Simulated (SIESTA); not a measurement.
Crystal: YCuF5.

```
CELL_PARAMETERS angstrom
-2.11615 3.47550 4.03327
2.11615 -3.47550 4.03327
2.11615 3.47550 -4.03327
ATOMIC_POSITIONS crystal
Y 0.50000 0.50000 0.00000
Cu 0.00000 0.00000 0.00000
F 0.50000 0.00000 0.50000
F 0.77434 0.77434 0.00000
F 0.22565 0.22565 0.00000
F 0.18689 0.50000 0.68689
F 0.81311 0.50000 0.31311
```

The cell comes from a database or a generator and needn't be the stable form of this composition.

Base run:

| Quantity | Value |
| --- | --- |
| Program | SIESTA 5.4.2 |
| Functional | PBE |
| Potentials or basis | PseudoDojo 0.4 standard (PBE files) |
| Basis | DZP (energy shift 0.003 Ry; two zetas on semicore shells) |
| Grid cutoff | 800 Ry |
| Energy shift | 0.003 Ry |
| k mesh | 7 × 7 × 7 |
| Occupations | fermi-dirac, width 0.05 eV |
| Spin | no spin polarisation |

Its results: band gap on the k mesh none (metal or under the smearing width); pressure 1.5 GPa; largest force 0.256 eV/Å.

Problem. The run is repeated on the same cell with these changes: functional from PBE to PBEsol; potentials or basis from PseudoDojo 0.4 standard (PBE files) to PseudoDojo 0.4 standard (PBEsol files). What comes out?

Solution. Band gap on the k mesh none (metal or under the smearing width); pressure -1.6 GPa; largest force 0.165 eV/Å.

Caveats: short orbitals over semicore shells can move pressures by several GPa; the basis of atomic orbitals isn't converged, which shifts pressures, moduli and gaps; an odd number of electrons without spin polarisation forces a metal; a magnetic or distorted state may lie lower; the run has no spin polarisation, though such a crystal can be magnetic; semilocal functionals often make such compounds metallic where correlation or magnetic order opens a gap, which also shifts bond lengths.

Not every run made on this cell is shown here.
